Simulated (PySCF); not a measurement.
**[RuBr2]+: structure of the quartet**

The task is one start of a wider search on [RuBr2]+: the quartet, from a linear start. It is relaxed, tested by its Hessian and followed downhill if it is a saddle.

The runs use PySCF 2.14.0; PBE0, basis Ru def2-TZVP with ECP28, Br def2-TZVP, scalar-relativistic core potentials, no spin–orbit coupling, density fitting.

## (1) Starting geometry

3 atoms, charge 1, spin multiplicity 4.

Bond lengths: Ru1–Br2 2.342 Å, Ru1–Br3 2.342 Å. Angles: Br2–Ru1–Br3 180.0°.

```xyz
3
charge 1 multiplicity 4
Ru    0.0000    0.0000    0.0000
Br    0.0000    0.0000    2.3422
Br    0.0000    0.0000   -2.3422
```

## (2) The SCF at the typed geometry

One driver script runs all steps and calls PySCF; scf.py shows how it sets up the SCF of each step. The optimiser is the driver's own. After this first run the driver tries any further starts and a stability analysis.

Input file scf.py:

```python
from pyscf import gto, scf, dft
mol = gto.M(atom='''
Ru     0.000000     0.000000     0.000000
Br     0.000000     0.000000     2.342200
Br     0.000000     0.000000    -2.342200''',
    basis={'Ru': 'def2-TZVP', 'Br': 'def2-TZVP'},
    ecp={'Ru': 'def2-TZVP'},
    charge=1, spin=3)
mf = dft.UKS(mol, xc='PBE0')
mf.grids.atom_grid = (50, 194)
aux = {'Ru': 'def2-universal-JKFIT', 'Br': 'def2-universal-JKFIT'}
mf = mf.density_fit(auxbasis=aux)
mf.conv_tol = 1e-08
mf.diis_space = 10
mf.max_cycle = 60
mf.init_guess = 'minao'
mf.verbose = 4
mf.kernel()
```

Started as:

```
> OMP_NUM_THREADS=4 python axn.py task.json out
```

The runs that follow: Relaxation: linear start, quartet; Frequencies; Downhill along the imaginary mode; Is it a minimum? Harmonic modes.

Q: Predict the outcome of this session. Wanted: minimum; geometry; wavenumbers; dipole moment; highest occupied, lowest empty level; polar-tensor charge of Ru1; zero-point energy; ⟨S²⟩.

The runs gave:

| quantity | value |
| --- | --- |
| minimum | quartet, C2v |
| geometry | Ru–Br 2.253 Å (×2); Br–Ru–Br 108.1° |
| wavenumbers (cm⁻¹) | 76 (a1), 318 (a1), 351 (b2) |
| dipole moment (centre of mass) | 2.71 D |
| highest occupied, lowest empty level (either spin) | -13.29, -10.46 eV |
| polar-tensor charge of Ru1 | +1.24 e |
| zero-point energy | 4.5 kJ/mol |
| entropy at 298.15 K | 331.9 J/(mol K) |
| ⟨S²⟩ | 3.784 |

What this shows: From D∞h at the start the molecule goes to a C2v minimum, after a stop at a saddle point 43.5 kJ/mol higher, from which it was pushed off along an imaginary mode. The strongest infrared band lies at 351 cm⁻¹ (b2, stretch). Most of the spin sits on Ru1 (Mulliken spin 2.53, against 3 for the whole molecule). Only this shape and spin were tried, so other structures or states may lie lower. Open d and f shells are described by one determinant, and the ground state may have another occupation or spin.
